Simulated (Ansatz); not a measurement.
# CH₄Cl₂SSn: how energies converge with the basis set

The task here is to estimate one member of a computed series from the others.

The runs use Ansatz 0.2.0, Gaussian basis; one geometry, several basis sets.

The runs, in order: PBE0-D4/def2-SVP; ωB97M-V/def2-SVP; PBE0-D4/def2-QZVPP; ωB97M-V/def2-QZVPP; the functionals' def2-TZVPP values are taken from earlier runs.

## Structure used throughout

An earlier PBE0-D4 in a triple-zeta def2 set relaxation fixed the geometry. Sn takes the def2 core potential; no spin-orbit term is included.

9 atoms, charge 0, spin multiplicity 1.

Atoms are counted from 1 here; the program's logs count them from 0.

Bond lengths: C1–S2 1.819 Å, C1–H6 1.089 Å, C1–H7 1.090 Å, C1–H8 1.089 Å, S2–Sn3 2.361 Å, Sn3–Cl4 2.322 Å, Sn3–Cl5 2.322 Å, Sn3–H9 1.695 Å. Angles: S2–C1–H6 111.1°, S2–C1–H7 105.8°, S2–C1–H8 111.1°, H6–C1–H7 109.2°, H6–C1–H8 110.5°, H7–C1–H8 109.2°, C1–S2–Sn3 98.9°, S2–Sn3–Cl4 108.6°, S2–Sn3–Cl5 108.6°, S2–Sn3–H9 115.4°, Cl4–Sn3–Cl5 103.8°, Cl4–Sn3–H9 109.9°, Cl5–Sn3–H9 109.9°.

Coordinates:

```xyz
9
CH4Cl2SSn
C     0.9133   -1.1128   -0.7693
S     0.8121   -0.8107    1.0215
Sn   -0.7473    0.9621    1.0057
Cl   -2.6672    0.2510   -0.0902
Cl    0.0709    2.6554   -0.3566
H     1.2854   -0.2340   -1.2940
H     1.6237   -1.9300   -0.8921
H    -0.0528   -1.4158   -1.1703
H    -1.1498    1.5884    2.5282
```

The first run:

File in.yaml:

```yaml
crystal:
  periodic: [false, false, false]
  atoms:
    - {symbol: C, position_ang: [0.913347, -1.112771, -0.769320]}
    - {symbol: S, position_ang: [0.812149, -0.810680, 1.021538]}
    - {symbol: Sn, position_ang: [-0.747323, 0.962085, 1.005700]}
    - {symbol: Cl, position_ang: [-2.667236, 0.251040, -0.090211]}
    - {symbol: Cl, position_ang: [0.070939, 2.655432, -0.356556]}
    - {symbol: H, position_ang: [1.285437, -0.234005, -1.294015]}
    - {symbol: H, position_ang: [1.623702, -1.929981, -0.892108]}
    - {symbol: H, position_ang: [-0.052780, -1.415750, -1.170300]}
    - {symbol: H, position_ang: [-1.149834, 1.588430, 2.528173]}
basis:
  gaussian: {orbitals: def2-SVP}
hamiltonian: {xc: pbe0, dispersion: d4}
output: {orbitals: {seedname: orbitals}}
```

Run with:

```
$ ansatz run in.yaml --threads 2 --pin off --events-out ev --progress --plain --max-ram 32768MiB --backend cpu
```

Steps of the session up to this table: PBE0-D4 in def2-SVP; ωB97M-V in def2-SVP; PBE0-D4 in def2-QZVPP; ωB97M-V in def2-QZVPP.

One of the session's tables, all rows but one given; the rest of the session is left out.

It belongs to the step «Functionals by basis». 

```
functional       basis  HOMO (eV)  LUMO (eV)
   PBE0-D4    def2-SVP      -7.43      -1.63
   PBE0-D4  def2-TZVPP          ?          ?
   PBE0-D4  def2-QZVPP      -7.55      -1.87
   ωB97M-V    def2-SVP      -9.58       0.48
   ωB97M-V  def2-TZVPP      -9.71       0.16
   ωB97M-V  def2-QZVPP      -9.74       0.03
```

Q: Estimate the row for PBE0-D4, def2-TZVPP from the others.

**Answer.** HOMO (eV): -7.52; LUMO (eV): -1.81. In the column «HOMO (eV)» it lies between PBE0-D4, def2-QZVPP (-7.55) and PBE0-D4, def2-SVP (-7.43).
